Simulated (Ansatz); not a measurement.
**Ag+ with CH₂O: structure and interaction energy**

An exercise on one series of results from a longer session: the logs are not shown, and one member is left open.

The runs use Ansatz 0.2.0, Gaussian basis; PBE0-D4 structure, single points in def2-TZVPPD.

Levels: PBE-D4, revPBE-D4, BLYP-D4, r2SCAN-D4, B97M-V, PBE0-D4, B3LYP-D4, HSE06-D4, wB97X-V, wB97M-V, B2PLYP, Hartree-Fock, MP2, CCSD, CCSD(T). The reference is CCSD(T) extrapolated to the basis limit. For elements past Ar these valence bases correlate outer-core shells poorly, so that limit is rough.

Cores are frozen in the correlated methods. Filled d shells of the heavier atoms are correlated. Core potentials replace the inner electrons past krypton, and spin-orbit coupling is left out. B3LYP uses VWN-RPA correlation. B2PLYP carries no dispersion term here.

163 further runs of the same task are left out: 163 set aside as unsound or not needed.

### Starting geometry

The pair, from a GFN2-xTB docking trial: 5 atoms, charge 1, spin multiplicity 1.

Atoms are counted from 1 here; the program's logs count them from 0.

Bond lengths: Ag1–O3 2.239 Å, C2–O3 1.212 Å, C2–H4 1.099 Å, C2–H5 1.100 Å. Angles: O3–C2–H4 122.7°, O3–C2–H5 119.7°, H4–C2–H5 117.4°, Ag1–O3–C2 148.9°.

As a file:

```xyz
5

Ag   -0.0988   -0.0447   -2.6545
C     0.0402   -0.0057    0.6775
O    -0.4263   -0.0461   -0.4400
H     1.1142    0.1299    0.8677
H    -0.6294   -0.0335    1.5493
```

Atoms 1 to 1 are fragment A (Ag+), the rest fragment B (CH₂O).

Set-up of the first run:

pre/in.yaml reads:

```yaml
crystal:
  periodic: [false, false, false]
  atoms:
    - {symbol: Ag, position_ang: [-0.098800, -0.044700, -2.654500]}
    - {symbol: C, position_ang: [0.040200, -0.005700, 0.677500]}
    - {symbol: O, position_ang: [-0.426300, -0.046100, -0.440000]}
    - {symbol: H, position_ang: [1.114200, 0.129900, 0.867700]}
    - {symbol: H, position_ang: [-0.629400, -0.033500, 1.549300]}
basis:
  gaussian: {orbitals: def2-SVP}
total_charge: 1
hamiltonian: {xc: pbe, dispersion: d4}
relax: {f_tol: 0.03, max_steps: 250}
```

The run is started by

```bash
> ansatz run in.yaml --threads 2 --pin off --events-out ev --progress --plain --max-ram 5222MiB
```

Among the steps run: A first relaxation in a small basis; Relaxation at PBE0-D4; wB97X-V/def2-TZVPPD; wB97M-V/def2-TZVPPD; B2PLYP/def2-TZVPPD; B97M-V/def2-TZVPPD; CCSD(T)/def2-TZVPPD; MP2/def2-QZVPPD; SPW92/def2-SVP; wB97M-V/def2-SVP; CCSD(T)/def2-SVP; Vibrations of the pair.

One of the session's tables, all rows but one given; the rest of the session is left out.

```
      method  interaction (kcal/mol)
      PBE-D4                  -34.64
   revPBE-D4                  -31.72
     BLYP-D4                  -34.77
   r2SCAN-D4                  -35.14
      B97M-V                  -33.31
     PBE0-D4                  -32.20
    B3LYP-D4                  -33.20
    HSE06-D4                  -32.13
     wB97X-V                  -31.37
     wB97M-V                  -30.99
      B2PLYP                  -30.76
Hartree-Fock                       ?
         MP2                  -29.17
        CCSD                  -27.84
     CCSD(T)                  -28.33
 CCSD(T)/CBS                  -31.30
```

Estimate the missing values for Hartree-Fock.

As computed: interaction (kcal/mol): -24.64. In the column «interaction (kcal/mol)» it is the highest.
